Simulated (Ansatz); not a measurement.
# Cl2GeH6OSi: the cost of one run

Program: Ansatz 0.2.0. Level of theory: RKS PBE/def2-SVP. These are calculated values, not measurements.

**1. The starting structure**

Bond lengths: Ge1–Cl3 2.220 Å, Ge1–H4 1.549 Å, Ge1–Cl5 2.218 Å, Ge1–O6 2.070 Å, Cl5–Si7 2.534 Å, O6–Si7 1.680 Å, Si7–H8 1.460 Å, Si7–H9 1.460 Å, Si7–H10 1.460 Å. Angles (14 of 18 angles, heavy atoms first): Cl3–Ge1–Cl5 109.5°, Cl3–Ge1–O6 67.2°, Cl5–Ge1–O6 72.8°, Ge1–Cl5–Si7 88.7°, Ge1–O6–Si7 125.0°, Cl5–Si7–O6 71.1°, Cl3–Ge1–H4 109.5°, H4–Ge1–Cl5 109.5°, H4–Ge1–O6 176.6°, Cl5–Si7–H8 102.6°, Cl5–Si7–H9 145.0°, Cl5–Si7–H10 44.5°, O6–Si7–H8 109.5°, O6–Si7–H9 109.5°.

As a file:

```xyz
11

Ge    0.0000    0.0000    0.0000
H     0.0000    0.0000    1.9000
Cl    2.0935    0.0000   -0.7393
H    -0.7300    1.2648   -0.5162
Cl   -1.0456   -1.8115   -0.7393
O     1.0804   -1.6406    0.6527
Si    0.5103   -3.2207    0.6807
H     1.2225   -4.0135   -0.3172
H     0.7305   -3.7948    2.0049
H    -0.9181   -3.2289    0.3788
H     0.5465   -0.8299    1.8011
```

**2. A restrained relaxation towards end A**

Springs on the bonds that form and break draw the guess towards this end; the thresholds are loose.

Input file input.yaml:

```yaml
crystal:
  periodic: [false, false, false]
  atoms:
    - { symbol: Ge, position_ang: [0.0, 0.0, 0.0] }
    - { symbol: H, position_ang: [0.0, 0.0, 1.9] }
    - { symbol: Cl, position_ang: [2.0935, 0.0, -0.7393] }
    - { symbol: H, position_ang: [-0.73, 1.2648, -0.5162] }
    - { symbol: Cl, position_ang: [-1.0456, -1.8115, -0.7393] }
    - { symbol: O, position_ang: [1.0804, -1.6406, 0.6527] }
    - { symbol: Si, position_ang: [0.5103, -3.2207, 0.6807] }
    - { symbol: H, position_ang: [1.2225, -4.0135, -0.3172] }
    - { symbol: H, position_ang: [0.7305, -3.7948, 2.0049] }
    - { symbol: H, position_ang: [-0.9181, -3.2289, 0.3788] }
    - { symbol: H, position_ang: [0.5465, -0.8299, 1.8011] }
basis:
  gaussian: { orbitals: def2-SVP }
hamiltonian:
  xc: pbe
relax:
  f_tol: 0.15
  max_steps: 25
  restrain:
    - { distance: [0, 5], at: 2.97, k: 30.0 }
    - { distance: [10, 1], at: 1.86, k: 30.0 }
    - { distance: [0, 1], at: 1.55, k: 30.0 }
    - { distance: [10, 5], at: 1.01, k: 30.0 }
```

On the command line:

```bash
$ ansatz run input.yaml --threads 4 --pin off --max-ram 5120MiB --backend cpu --events-out ev --progress --plain --runs-dir out
```

**Question.** How long does this run take on 4 threads of Intel Xeon Platinum 8488C (Sapphire Rapids), shared host, and how much memory does it need?

About 11 s, with a peak of 0.22 GiB.
